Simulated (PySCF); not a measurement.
**BrGeH₄N: electronic excitations and core binding energies**

Aim: predict the electronic excitations and core binding energies of BrGeH₄N (`[NH2][GeH2][Br]`).

The runs use PySCF 2.14.0, with density-fitted response routines of our own; the level of theory stands in each step. All values are computed, except where a source is named. Atoms count from 0, in the outputs and in this text.

## (1) The starting structure

7 atoms, charge 0, multiplicity 1; geometry from: GFN2-xTB.

Bonds of the start (Å): N0–Ge1 1.80, Ge1–Br2 2.26, N0–H3 1.01, N0–H4 1.01, Ge1–H5 1.50, Ge1–H6 1.52.

## (2) Ultraviolet spectrum: PBE0/def2-SVPD

The job: settings as JSON, then the geometry in Å.

```
{"job": {"kind": "uv", "xc": "PBE0", "basis": "def2-SVPD", "nstates": 8, "ntriplets": 3}, "charge": 0, "multiplicity": 1}
N     -1.052885     0.385087    -0.216552
Ge     0.565988    -0.366497     0.023592
Br     2.011822     1.370512    -0.064238
H     -1.313463     1.173008     0.360113
H     -1.850787    -0.220107    -0.331541
H      0.814864    -1.275816    -1.146821
H      0.827793    -1.061282     1.348370
```

Method: TDDFT PBE0/def2-SVPD, vertical, gas phase, core orbitals frozen in the response.

The run is started by

```console
$ OMP_NUM_THREADS=1 python probes_run.py task.json out
```

This one command runs all jobs of the session in turn.

The log of the run:

```text
coarse grid: 29760 points
cycle   1  E = -4707.0834663750  dE = -1.488e+00  |g| = 5.467e-01  |ddm| = 3.073e+00
cycle   2  E = -4707.0352943022  dE =  4.817e-02  |g| = 7.351e-01  |ddm| = 1.516e+00
cycle   3  E = -4707.1334451459  dE = -9.815e-02  |g| = 7.052e-02  |ddm| = 8.519e-01
cycle   4  E = -4707.1344372826  dE = -9.921e-04  |g| = 2.465e-02  |ddm| = 1.073e-01
cycle   5  E = -4707.1345376757  dE = -1.004e-04  |g| = 4.225e-03  |ddm| = 2.260e-02
cycle   6  E = -4707.1345403904  dE = -2.715e-06  |g| = 9.461e-04  |ddm| = 8.694e-03
final grid: 58592 points
cycle   7  E = -4707.1345261131  dE =  5.577e-08  |g| = 1.175e-03  |ddm| = 3.260e-03
cycle   8  E = -4707.1345258830  dE =  2.301e-07  |g| = 1.575e-03  |ddm| = 3.420e-03
cycle   9  E = -4707.1345264723  dE = -5.894e-07  |g| = 1.344e-04  |ddm| = 1.863e-03
cycle  10  E = -4707.1345264763  dE = -3.960e-09  |g| = 2.514e-05  |ddm| = 1.713e-04
cycle  11  E = -4707.1345264765  dE = -1.546e-10  |g| = 3.563e-06  |ddm| = 2.738e-05
converged SCF energy = -4707.1345264765

Static polarisability (au): isotropic 60.156, principal 52.624 57.453 70.392

Singlet excitations
state   eV       nm        f      main configurations
  1   6.0668    204.4   0.00403   H->L 0.97
  2   6.4942    190.9   0.03640   H->L+1 0.94
  3   6.5525    189.2   0.01264   H-1->L 0.93
  4   6.7107    184.8   0.02036   H-2->L 0.91
  5   7.1191    174.2   0.03058   H->L+2 0.95
  6   7.2911    170.0   0.00262   H-1->L+1 0.92
  7   7.5598    164.0   0.05162   H-2->L+1 0.89
  8   7.6371    162.3   0.00983   H-1->L+2 0.96

Triplet excitations (Tamm-Dancoff, eV): 5.8016 6.0106 6.1678
```

Wall time 20 s (1 thread of Arm Neoverse N1, shared host); peak memory 0.54 GiB.

Frontier orbitals and where they lie:

```csv
orbital,eV,atoms
HOMO−3,-10.15,"Br2 58 %, Ge1 23 %, H5 9 %"
HOMO−2,-8.38,"Br2 86 %, Ge1 8 %"
HOMO−1,-8.23,"Br2 80 %, Ge1 10 %, N0 5 %"
HOMO,-7.69,"N0 62 %, Ge1 13 %, H6 8 %"
LUMO,-0.30,"Ge1 36 %, Br2 33 %, H5 11 %"
LUMO+1,0.23,"Ge1 31 %, Br2 22 %, N0 14 %"
LUMO+2,0.58,"Ge1 39 %, Br2 22 %, H6 15 %"
```

With each of the 8 states as a Gaussian band of 0.4 eV half-width at 1/e, the curve within the window shown has maxima at 187 nm (ε 2,900), 166 nm (ε 3,000) L/(mol cm). Beyond the last state computed it falls off for lack of states. The curve at chosen wavelengths:

```json
{"nm": "156", "ε (L/mol/cm)": "1112"}
{"nm": "159", "ε (L/mol/cm)": "1956"}
{"nm": "162", "ε (L/mol/cm)": "2674"}
{"nm": "164", "ε (L/mol/cm)": "2938"}
{"nm": "167", "ε (L/mol/cm)": "2988"}
{"nm": "170", "ε (L/mol/cm)": "2787"}
{"nm": "173", "ε (L/mol/cm)": "2560"}
{"nm": "176", "ε (L/mol/cm)": "2454"}
{"nm": "178", "ε (L/mol/cm)": "2477"}
{"nm": "181", "ε (L/mol/cm)": "2626"}
{"nm": "184", "ε (L/mol/cm)": "2819"}
{"nm": "187", "ε (L/mol/cm)": "2916"}
{"nm": "190", "ε (L/mol/cm)": "2811"}
{"nm": "192", "ε (L/mol/cm)": "2619"}
{"nm": "195", "ε (L/mol/cm)": "2193"}
{"nm": "198", "ε (L/mol/cm)": "1694"}
{"nm": "201", "ε (L/mol/cm)": "1221"}
{"nm": "204", "ε (L/mol/cm)": "831"}
{"nm": "206", "ε (L/mol/cm)": "629"}
{"nm": "209", "ε (L/mol/cm)": "403"}
{"nm": "212", "ε (L/mol/cm)": "252"}
{"nm": "215", "ε (L/mol/cm)": "155"}
{"nm": "218", "ε (L/mol/cm)": "94"}
{"nm": "220", "ε (L/mol/cm)": "67"}
{"nm": "223", "ε (L/mol/cm)": "39"}
{"nm": "226", "ε (L/mol/cm)": "22"}
```

Further results of this job:

| property | computed |
| --- | --- |
| dipole moment (D) | 2.55 |
| polarisability (Å³) | 8.91 |
| HOMO–LUMO gap (eV) | 7.38 |
| −ε(HOMO) (eV) | 7.69 |

## (3) X-ray photoelectron lines: SCAN, X2C

Settings changed since step 2:

```diff
@@ -1,2 +1,2 @@
-{"job": {"kind": "uv", "xc": "PBE0", "basis": "def2-SVPD", "nstates": 8, "ntriplets": 3}, "charge": 0, "multiplicity": 1}
+{"job": {"kind": "xps"}, "charge": 0, "multiplicity": 1}
 N     -1.052885     0.385087    -0.216552
```

Level: delta-SCF UKS SCAN, pcX-2 on the ionised atom, pcseg-1 elsewhere, spin-free X2C.

The log of the run:

```text
ground state, core basis on atom 0 (N), 119 functions
  cycle   1  E = -4749.76059763  |g| = 5.18e-01
  cycle   2  E = -4749.63598988  |g| = 8.96e-01
  cycle   3  E = -4749.81836786  |g| = 9.19e-02
  cycle   4  E = -4749.82037925  |g| = 3.23e-02
  cycle   5  E = -4749.82066619  |g| = 9.80e-03
  cycle   6  E = -4749.82069843  |g| = 2.66e-03
  cycle   7  E = -4749.82069990  |g| = 6.44e-04
  cycle   8  E = -4749.82069831  |g| = 6.88e-05
  E(ground) = -4750.09930412 Eh
hole in N 1s of atom 0
  cycle   1  E = -4734.24162631  |g| = 1.86e+00
  cycle   2  E = -4733.50086454  |g| = 2.09e+00
  cycle   3  E = -4734.86688960  |g| = 4.16e-01
  cycle   4  E = -4734.90878941  |g| = 2.34e-01
  cycle   5  E = -4734.94450810  |g| = 5.47e-02
  cycle   6  E = -4734.94639822  |g| = 9.07e-03
  cycle   7  E = -4734.94645584  |g| = 2.64e-03
  cycle   8  E = -4734.94646011  |g| = 8.17e-04
  cycle   9  E = -4734.94646327  |g| = 2.30e-04
  E(ion) = -4735.22350540 Eh   <S^2> = 0.7652   hole on atom = 1.000   binding energy = 404.791 eV
```

Wall time 8.3 s (1 thread of Arm Neoverse N1, shared host); peak memory 0.41 GiB.

Binding energies by hole, beside the orbital energy of the ground state; the difference holds orbital relaxation and, for a density functional, its self-interaction error:

| hole | stands for | environment | ΔSCF (eV) | −ε (eV) | ⟨S²⟩ |
| --- | --- | --- | --- | --- | --- |
| N1s on N0 | N0 | nitrogen bonded to Ge, 2 H | 404.79 | 385.8 | 0.765 |

## (4) Results

| quantity | value |
| --- | --- |
| lowest singlet (PBE0/def2-SVPD) | 6.07 eV (204 nm), f = 0.004 |
| brightest single state of those computed | state 7, 7.56 eV, f = 0.052 |
| lowest triplet | 5.80 eV |
| N1s binding energies, SCAN/pcX-2 | N0 404.79 eV |

**Reading.** The first singlet state (HOMO→LUMO 0.97) lies at 6.07 eV and is weak; of the 8 states computed, the strongest absorption comes from state 7 at 7.56 eV. The lowest triplet lies 0.27 eV below the lowest singlet (triplets in Tamm-Dancoff, singlets in full TDDFT).
